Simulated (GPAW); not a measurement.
GaGe, 2 atoms in the cell. The structure is cubic, space group F-43m (No. 216). Conventional cell: a = 5.796 Å, b = 5.796 Å, c = 5.796 Å, α = 90.00°, β = 90.00°, γ = 90.00°. Ge (site symmetry -43m) has 4 Ga at 2.51 Å as nearest neighbours. Around Ga (site symmetry -43m) lie 4 Ge at 2.51 Å. The cell comes from a database or a generator and needn't be the stable form of this composition.

```yaml
Program: GPAW 26.7.0
Task: eps q
Functional: GLLB-SC
Potentials_or_basis: the program's PAW data sets (release 1.2.1) made for this functional
Cutoff: 400 eV
Basis: pw
k_mesh: 7 × 7 × 7
Occupations: fermi-dirac, width 0.05 eV
Spin: no spin polarisation
Kernel: RPA
Response_ecut: 60 eV
Maxiter: 150
Response_k_mesh: 13 × 13 × 13
Response_bands: 24
```

Potentials or basis: the program's PAW data sets (release 1.2.1) made for this functional, pw.

Launch:

```bash
$ OMP_NUM_THREADS=1 python run.py
```

Hardware: 1 thread of Arm Neoverse V1, on a shared host.

**Question.** How long does it take, and how much memory?

**Answer.** Run time: 2.3 min on 1 thread of Arm Neoverse V1 (shared host), peak memory 0.27 GiB. Counts: scf iterations 29.
